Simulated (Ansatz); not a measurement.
**C2H5AlO: basis-set convergence**

How large a basis does C2H5AlO need? Two functionals are run in growing sets.

Computed with Ansatz 0.2.0, Gaussian basis. Level: one geometry, several basis sets.

Plan: PBE0-D4/def2-SVP; ωB97M-V/def2-SVP; PBE0-D4/def2-QZVPP; ωB97M-V/def2-QZVPP; the functionals' def2-TZVPP values are taken from earlier runs.

## Step 1: Structure used throughout

The geometry comes from an earlier relaxation with PBE0-D4/def2-TZVP; it is a stationary point, not always the lowest conformer.

9 atoms, charge 0, spin multiplicity 1.

Atoms are counted from 1 here; the program's logs count them from 0.

Bond lengths: Al1–C2 1.947 Å, Al1–O4 1.966 Å, Al1–H5 1.581 Å, Al1–H6 1.585 Å, C2–C3 1.463 Å, C2–H7 1.086 Å, C3–O4 1.438 Å, C3–H8 1.086 Å, C3–H9 1.088 Å. Angles: C2–Al1–O4 47.1°, C2–Al1–H5 119.0°, C2–Al1–H6 115.5°, O4–Al1–H5 111.5°, O4–Al1–H6 109.2°, H5–Al1–H6 125.2°, Al1–C2–C3 100.3°, Al1–C2–H7 134.5°, C3–C2–H7 115.6°, C2–C3–O4 65.2°, C2–C3–H8 119.7°, C2–C3–H9 120.0°, O4–C3–H8 111.8°, O4–C3–H9 114.3°, H8–C3–H9 115.0° and more.

## Step 2: PBE0-D4 in def2-SVP

File in.yaml:

```yaml
crystal:
  periodic: [false, false, false]
  atoms:
    - {symbol: Al, position_ang: [-0.418691, 1.301715, -0.428598]}
    - {symbol: C, position_ang: [-0.587656, -0.632975, -0.289916]}
    - {symbol: C, position_ang: [0.458489, -0.916375, 0.693115]}
    - {symbol: O, position_ang: [0.893820, -0.161442, -0.450310]}
    - {symbol: H, position_ang: [-0.552200, 1.982299, -1.849799]}
    - {symbol: H, position_ang: [-0.312082, 2.078540, 0.949335]}
    - {symbol: H, position_ang: [-0.797852, -1.431256, -0.996284]}
    - {symbol: H, position_ang: [0.916321, -1.901209, 0.724281]}
    - {symbol: H, position_ang: [0.488452, -0.365498, 1.631173]}
basis:
  gaussian: {orbitals: def2-SVP}
hamiltonian: {xc: pbe0, dispersion: d4}
output: {orbitals: {seedname: orbitals}}
```

Launch:

```sh
$ ansatz run in.yaml --threads 2 --pin off --events-out ev --progress --plain --max-ram 4352MiB
```

After this run come: ωB97M-V in def2-SVP; PBE0-D4 in def2-QZVPP; ωB97M-V in def2-QZVPP.

Before running them: what should the planned runs give, taken together? Wanted: PBE0-D4: double and triple zeta above quadruple; ωB97M-V: double and triple zeta above quadruple.

**Answer**, as computed:

| quantity | value |
| --- | --- |
| PBE0-D4: double and triple zeta above quadruple | 7.60, 0.44 eV |
| ωB97M-V: double and triple zeta above quadruple | 7.75, 0.43 eV |

For PBE0-D4 the step from double to triple zeta gains 7.15 eV and the next only 0.44 eV. These are total energies; as a rule much of such shifts cancels in differences, which this series doesn't test. The LUMO of ωB97M-V is positive and keeps falling with the basis (1.66 to 0.77 eV): an unbound level that the basis holds in place.
